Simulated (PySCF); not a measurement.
# CH11NOSi3: the cost of one run

Programs: PySCF 2.14.0, with routines of our own; each step states its level. All values are computed. Atoms count from 0.

## Step 1: The system as given

17 atoms, charge 0, multiplicity 1; geometry from: GFN2-xTB.

## Step 2: Geometry optimisation at PBE0-D3(BJ)/def2-SVP

Job settings and geometry (Å):

```
{"job": {"xc": "PBE0", "basis": "def2-SVP", "d3": "d3bj", "grid": 1, "kind": "geom"}, "charge": 0, "multiplicity": 1}
N      3.387857     0.034100     0.823653
Si     1.787765     0.649867     0.692849
O      0.921723    -0.603835     0.145577
Si    -0.369274    -1.501085    -0.219778
C     -1.967284    -0.714359     0.433392
Si    -2.243466     1.097898    -0.050804
H      4.122613     0.643406     1.140743
H      3.729413    -0.579396     0.101281
H      1.358623     1.004254     2.043154
H      1.583081     1.735342    -0.274372
H     -0.391864    -1.592831    -1.682159
H     -0.120195    -2.803977     0.402498
H     -2.808823    -1.310628     0.080983
H     -1.983337    -0.786465     1.521692
H     -1.248193     1.965192     0.583464
H     -3.577096     1.516350     0.404397
H     -2.188541     1.258197    -1.507017
```

The run is started by

```
> OMP_NUM_THREADS=1 python excited_run.py task.json out
```

The driver reads the jobs from task.json and runs them one after another.

Q: Estimate the wall time and peak memory of this first job on 1 thread of Arm Neoverse V1, shared host.

About 2.2 min, with a peak of 0.6 GiB.
